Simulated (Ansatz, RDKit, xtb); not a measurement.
# Isomers of C4H9PSi, a sample narrowed down

A sample of isomers of C4H9PSi is drawn. Aim: find which of them has the lowest free energy at 298.15 K, then its properties. The sample is small against all isomers, and the most stable one of this formula need not be in it.

The funnel: GFN2-xTB relaxations, single points with a density functional, relaxations at PBE-D3(BJ)/def2-SVP, harmonic vibrations (at GFN2-xTB), and a last energy at a higher level. All values are calculated.

### 1 Candidates

Isomers were taken from a list of plausible structures; this is a sample, not all of them. That gives 9 candidates.

```tsv
label	SMILES	spin
c097	P[SiH2]C1=CCC1	singlet
c347	C=C[C@@H]1[P@H][C@@H]1[SiH3]	singlet
c494	[SiH3]C1=CC[P@H]C1	singlet
c542	CC#C[Si@H](C)P	singlet
c635	C[SiH2][P@]1C=C1C	singlet
c734	C[Si](C)(C)C#P	singlet
c814	CCC#C[SiH2]P	singlet
c845	P[SiH]1CC=CC1	singlet
c968	C=C[Si]1(P)CC1	singlet
```

Candidates are built by distance geometry, with a force field where one applies, in up to four conformers (letters a to d).

**Question.** With final energies at CCSD(T)/def2-SVP + MP2/def2-TZVPP - MP2/def2-SVP, which structure will this search put lowest in free energy, and by what margin?

| quantity | value |
| --- | --- |
| lowest structure found | P[SiH]1CC=CC1, singlet |
| next finalist | [SiH3]C1=CC[P@H]C1, singlet, 9.3 kcal/mol higher in G |
| share at equilibrium, among the finalists | 100.0 % |

`P[SiH]1CC=CC1` comes out lowest. Among the finalists first place is clear (9.3 kcal/mol); structures outside the list aren't covered. HF/STO-3G, r2SCAN-D4/def2-SVP, PBE-D3(BJ)/def2-SVP, HF/def2-SVP and MP2/def2-SVP already put its bonding pattern lowest among the structures in one piece; GFN2-xTB favours the singlet [SiH3]C1=CC[P@H]C1. Lowest found is not proven lowest: the search is finite, and each finalist counts with one conformer. Only 9 drawn patterns were tried, so whole families of isomers are missing, and the result ranks this sample alone. The lowest isomer need not be the one that is made and kept in a bottle, which depends on barriers.
